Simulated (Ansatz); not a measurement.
CH₄N₂OSi, SMILES N#C[SiH](N)O, harmonic frequencies at the relaxed geometry

With Ansatz 0.2.0, Python API.

Run as a notebook:

**Cell 1**
```python
import itertools

import ansatz as az
from ase.data import atomic_numbers, covalent_radii
import numpy as np
```

**Cell 2**
```python
geometry = (
    az.Crystal.molecule()
    .atom("N", (2.4501, -1.781, 0.2803))
    .atom("C", (1.5545, -1.0416, 0.3293))
    .atom("Si", (0.092, 0.1424, 0.3992))
    .atom("N", (-1.1414, -0.2265, -0.7114))
    .atom("O", (0.4196, 1.7104, -0.0148))
    .atom("H", (-0.5765, 0.1245, 1.7154))
    .atom("H", (-1.4871, -1.1634, -0.5171))
    .atom("H", (-1.9215, 0.3986, -0.5236))
    .atom("H", (0.6103, 1.8367, -0.9573))
)
```

**Cell 3**
```python
setup = (
    geometry.calculation()
    .basis(gaussian="def2-SVP")
    .functional("r2scan")
)
symbols = [site.symbol for site in geometry.cartesian_sites]
start = np.array([site.position_ang for site in geometry.cartesian_sites], dtype=float)
rep = setup.relax(force_tolerance=0.003).run().report
end = np.array(rep["positions_ang"])

# pairs closer than 1.2 times the sum of covalent radii, before or after
radius = [covalent_radii[atomic_numbers[s]] for s in symbols]
span = lambda where, i, j: np.linalg.norm(where[i] - where[j])
bonded = [(i, j) for i, j in itertools.combinations(range(len(symbols)), 2) if min(span(start, i, j), span(end, i, j)) < 1.2 * (radius[i] + radius[j])]
print("pair        before    after (A)")
for i, j in bonded:
    print(f"{symbols[i]}{i}-{symbols[j]}{j}".ljust(10), f"{span(start, i, j):8.4f} {span(end, i, j):8.4f}")
```
Output:
```text
pair        before    after (A)
N0-C1        1.1624   1.1651
C1-Si2       1.8830   1.8691
Si2-N3       1.7002   1.7072
Si2-O4       1.6545   1.6582
Si2-H5       1.4763   1.4759
N3-H6        1.0174   1.0139
N3-H7        1.0171   1.0141
O4-H8        0.9699   0.9650
```

**Cell 4**
```python
# frequencies need a stationary point, so they are taken at the relaxed geometry
minimum = az.Crystal.molecule()
for symbol, place in zip(symbols, end):
    minimum = minimum.atom(symbol, place.tolist())
vibrating = minimum.calculation()
vibrating = vibrating.basis(gaussian="def2-SVP")
vibrating = vibrating.functional("r2scan")
vibrating = vibrating.phonons(temperatures=(298.15, 498.15, 100))
vib = vibrating.run().report["vibrations"]
sums = vib["harmonic_sums"]
modes = [m["omega_inv_cm"] for m in sums["modes_at_gamma"] if m["rigid_motion"] == "no"]
for number, w in enumerate(modes, start=1):
    print(f"mode {number:2d} {w:9.1f} 1/cm {w / 8065.544 * 1000:8.2f} meV")
print("imaginary modes:", sum(w < 0 for w in modes), " zero-point energy:", round(sums["zero_point_energy_ev"], 4), "eV")
print("T (K)   F_vib (eV)   S_vib (meV/K)   C_vib (meV/K)")
for row in zip(sums["temperatures_k"], sums["vibrational_free_energy_ev"], vib["entropy_ev_per_k"], vib["heat_capacity_ev_per_k"]):
    print(f"{row[0]:6.1f} {row[1]:11.4f} {1000 * row[2]:13.4f} {1000 * row[3]:15.4f}")
```
Output:
```text
mode  1      99.6 1/cm    12.35 meV
mode  2     160.2 1/cm    19.87 meV
mode  3     176.9 1/cm    21.94 meV
mode  4     256.1 1/cm    31.75 meV
mode  5     283.0 1/cm    35.08 meV
mode  6     336.3 1/cm    41.70 meV
mode  7     396.0 1/cm    49.10 meV
mode  8     422.3 1/cm    52.35 meV
mode  9     572.6 1/cm    70.99 meV
mode 10     705.0 1/cm    87.41 meV
mode 11     763.1 1/cm    94.61 meV
mode 12     856.0 1/cm   106.13 meV
mode 13     874.3 1/cm   108.40 meV
mode 14     916.6 1/cm   113.65 meV
mode 15     956.4 1/cm   118.57 meV
mode 16    1531.7 1/cm   189.90 meV
mode 17    2304.7 1/cm   285.75 meV
mode 18    2319.3 1/cm   287.56 meV
mode 19    3598.7 1/cm   446.18 meV
mode 20    3703.8 1/cm   459.21 meV
mode 21    3876.1 1/cm   480.57 meV
imaginary modes: 0  zero-point energy: 1.5565 eV
T (K)   F_vib (eV)   S_vib (meV/K)   C_vib (meV/K)
 298.1      1.4673        0.7058          0.7968
 398.1      1.3838        0.9598          0.9580
 498.1      1.2762        1.1876          1.0737
```

What to keep in mind:
- The frequencies are harmonic and unscaled, in a modest basis.
- The result belongs to the one conformer reached from this start, and soft torsions count as harmonic oscillators.
- Run time: 5.2 min on 1 thread of Arm Neoverse V1, on a shared host, peak memory 0.24 GiB.
